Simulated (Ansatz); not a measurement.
# C2H6O2SSi: the cost of one run

All numbers below are computed with Ansatz 0.2.0 (RKS B3LYP-D4/6-31G*).

## Step 1: The starting structure

Bond lengths: O1–C2 1.430 Å, C2–Si3 1.839 Å, C2–C4 1.283 Å, C4–O5 1.455 Å, C4–S6 1.743 Å, O1–H7 0.941 Å, Si3–H8 1.524 Å, Si3–H9 1.536 Å, Si3–H10 1.489 Å, O5–H11 0.945 Å, S6–H12 1.319 Å. Angles (14 of 15 angles, heavy atoms first): O1–C2–Si3 115.8°, O1–C2–C4 120.3°, Si3–C2–C4 123.9°, C2–C4–O5 117.4°, C2–C4–S6 130.6°, O5–C4–S6 111.9°, C2–O1–H7 110.4°, C2–Si3–H8 108.2°, C2–Si3–H9 113.0°, C2–Si3–H10 113.6°, C4–O5–H11 103.2°, C4–S6–H12 99.3°, H8–Si3–H9 107.1°, H8–Si3–H10 105.8°.

Structure file:

```xyz
12

O     0.0629   -1.3064   -1.2823
C     0.0556   -0.2901   -0.2770
Si    1.6788    0.0694    0.5102
C    -1.0357    0.3146    0.0239
O    -2.2424   -0.0869   -0.6840
S    -1.3599    1.5396    1.2206
H     0.9394   -1.6187   -1.4258
H     2.7339   -0.8107   -0.1494
H     1.6997   -0.2482    2.0124
H     2.1389    1.4717    0.3134
H    -1.9351   -0.7636   -1.2681
H    -2.6590    1.6742    1.0398
```

## Step 2: End point A

input.yaml reads:

```yaml
crystal:
  periodic: [false, false, false]
  atoms:
    - { symbol: O, position_ang: [0.0629, -1.3064, -1.2823] }
    - { symbol: C, position_ang: [0.0556, -0.2901, -0.277] }
    - { symbol: Si, position_ang: [1.6788, 0.0694, 0.5102] }
    - { symbol: C, position_ang: [-1.0357, 0.3146, 0.0239] }
    - { symbol: O, position_ang: [-2.2424, -0.0869, -0.684] }
    - { symbol: S, position_ang: [-1.3599, 1.5396, 1.2206] }
    - { symbol: H, position_ang: [0.9394, -1.6187, -1.4258] }
    - { symbol: H, position_ang: [2.7339, -0.8107, -0.1494] }
    - { symbol: H, position_ang: [1.6997, -0.2482, 2.0124] }
    - { symbol: H, position_ang: [2.1389, 1.4717, 0.3134] }
    - { symbol: H, position_ang: [-1.9351, -0.7636, -1.2681] }
    - { symbol: H, position_ang: [-2.659, 1.6742, 1.0398] }
basis:
  gaussian: { orbitals: "6-31G*" }
hamiltonian:
  xc: b3lyp
  dispersion: d4
relax:
  f_tol: 0.02
  max_steps: 50
```

The run is started by

```
$ ansatz run input.yaml --threads 2 --pin off --max-ram 3072MiB --backend cpu --events-out ev --progress --plain --runs-dir out
```

What time and memory should one allow on 2 threads of Arm Neoverse V1, shared host?

About 1.7 min, with a peak of 0.26 GiB.
